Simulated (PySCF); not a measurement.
# [Dy(NH3)]3+: other functionals and bases at one geometry

The task here is to estimate one member of a computed series from the others.

Computed with PySCF 2.14.0. Level: several levels, as the steps say, no spin–orbit coupling.

3 further runs of the same task are left out: 2 for a known fault of the program, 1 that didn't finish.

## The system as given

5 atoms, charge 3, spin multiplicity 1.

Bond lengths: Dy1–N2 2.328 Å, N2–H3 1.050 Å, N2–H4 1.050 Å, N2–H5 1.050 Å. Angles: Dy1–N2–H3 115.9°, Dy1–N2–H4 115.9°, Dy1–N2–H5 115.9°, H3–N2–H4 102.3°, H3–N2–H5 102.3°, H4–N2–H5 102.3°.

As a file:

```xyz
5
DyH3N
Dy    0.00000    0.00000   -0.13564
N     0.00000    0.00000    2.19251
H     0.94484    0.00004    2.65140
H    -0.47245    0.81823    2.65140
H    -0.47239   -0.81827    2.65140
```

Formal oxidation states: Dy +3. Each metal's 9 4f electrons lie in its core potential, so multiplicities, spins and levels count the valence alone. An earlier session relaxed this geometry at B3LYP, Dy lcecp-1-SVP with ECP55, N def2-SVP, H def2-SVP (singlet, point group C3v).

At B3LYP on the finer grid: E = -92.278455 Eh, HOMO -27.57 eV, LUMO -20.80 eV, Mulliken charge on Dy1 +2.45 e, largest force component 0.004 eV/Å. 

Levels to run: revPBE; M06-L; HF; r2SCAN; B3LYP, TZVP. Hardware: 2 threads of Arm Neoverse V2, shared host.

Set-up of the first run:

Input file run.py (the lines that set the calculation):

```python
mol = gto.M(atom='''
Dy     0.00000     0.00000    -0.13564
N      0.00000     0.00000     2.19251
H      0.94484     0.00004     2.65140
H     -0.47245     0.81823     2.65140
H     -0.47239    -0.81827     2.65140''',
    basis={'Dy': 'lcecp-1-SVP', 'N': 'def2-SVP', 'H': 'def2-SVP'},
    ecp={'Dy': 'lcecp-1-SVP'},
    charge=3, spin=0)
mf = dft.RKS(mol, xc='PBE_R,PBE')
mf.grids.atom_grid = (75, 302)  # f atoms: unpruned, at least (60, 302)
mf = mf.density_fit()  # fitting sets: Dy AutoAux, N def2-universal-JKFIT, H def2-universal-JKFIT
mf.conv_tol = 1e-08; mf.max_cycle = 55
mf.kernel(dm0)  # dm0: the density of the relaxed state
```

On the command line:

```sh
$ OMP_NUM_THREADS=2 python run.py
```

Among the steps run: revPBE; M06-L; HF; r2SCAN; B3LYP, TZVP.

One table of the session follows, with a row left open; its other results are not shown here.

| level | HOMO (eV) | gap (eV) | charge on Dy1 (e) | dipole (D) | largest force component (eV/Å) |
| --- | --- | --- | --- | --- | --- |
| B3LYP (relaxed here) | -27.57 | 6.77 | 2.45 | 3.99 | 0.00 |
| revPBE | -26.44 | 4.99 | 2.42 | 4.24 | 0.26 |
| M06-L | -26.59 | 5.75 | 2.50 | 3.82 | 0.19 |
| HF | -31.18 | 14.42 | 2.60 | 3.09 | 1.17 |
| r2SCAN | -26.66 | 5.95 | 2.47 | 3.97 | 0.09 |
| B3LYP, TZVP | ? | ? | ? | ? | ? |

Q: Estimate the row for B3LYP, TZVP from the others.

**Answer.** HOMO (eV): -27.50; gap (eV): 6.75; charge on Dy1 (e): 2.56; dipole (D): 4.03; largest force component (eV/Å): 0.40. In the column «HOMO (eV)» it lies between B3LYP (relaxed here) (-27.57) and r2SCAN (-26.66).

The dipole of a charged species depends on the origin, so these sizes hold for this origin alone.

In one basis the HOMO–LUMO gap runs from 4.99 eV (revPBE) to 14.42 eV (HF). The largest leftover force, 1.17 eV/Å with HF, stands at a geometry relaxed at another level. With 4f in the core, its levels are missing from HOMO and gap, and its count is fixed, so no charge can pass from the ligands into it. Total energies of different levels can't be compared.
